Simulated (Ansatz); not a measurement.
# CH3FOSi: the cost of one run

Method: UKS PBE/def2-SVP, in Ansatz 0.2.0.

## 1. The structure to begin with

Bond lengths: C1–O2 1.384 Å, O2–Si3 1.665 Å, Si3–F4 1.517 Å, C1–H5 1.065 Å, C1–H6 1.118 Å, C1–H7 1.135 Å. Angles: C1–O2–Si3 117.6°, O2–C1–H5 115.6°, O2–C1–H6 109.0°, O2–C1–H7 108.9°, H5–C1–H6 111.0°, H5–C1–H7 108.9°, H6–C1–H7 102.6°, O2–Si3–F4 111.0°.

Coordinates:

```xyz
7

C    -0.3736    0.1143    0.6385
O     0.9108    0.4655    0.2595
Si    1.4481   -0.0647   -1.2246
F     0.3720   -0.8600   -1.9395
H    -0.5728   -0.9310    0.6780
H    -0.6115    0.6052    1.6140
H    -1.1119    0.6027   -0.0715
```

## 2. End point A

Input file input.yaml:

```yaml
crystal:
  periodic: [false, false, false]
  atoms:
    - { symbol: C, position_ang: [-0.3736, 0.1143, 0.6385] }
    - { symbol: O, position_ang: [0.9108, 0.4655, 0.2595] }
    - { symbol: Si, position_ang: [1.4481, -0.0647, -1.2246] }
    - { symbol: F, position_ang: [0.372, -0.86, -1.9395] }
    - { symbol: H, position_ang: [-0.5728, -0.931, 0.678] }
    - { symbol: H, position_ang: [-0.6115, 0.6052, 1.614] }
    - { symbol: H, position_ang: [-1.1119, 0.6027, -0.0715] }
magnetization:
  spin_polarized: true
basis:
  gaussian: { orbitals: def2-SVP }
hamiltonian:
  xc: pbe
relax:
  f_tol: 0.02
  max_steps: 50
output:
  orbitals: {}
```

The run is started by

```
$ ansatz run input.yaml --threads 2 --pin off --max-ram 3072MiB --backend cpu --events-out ev --progress --plain --runs-dir out
```

**Question.** How long does this run take on 2 threads of Arm Neoverse V1, shared host, and how much memory does it need?

About 48 s, with a peak of 0.16 GiB.
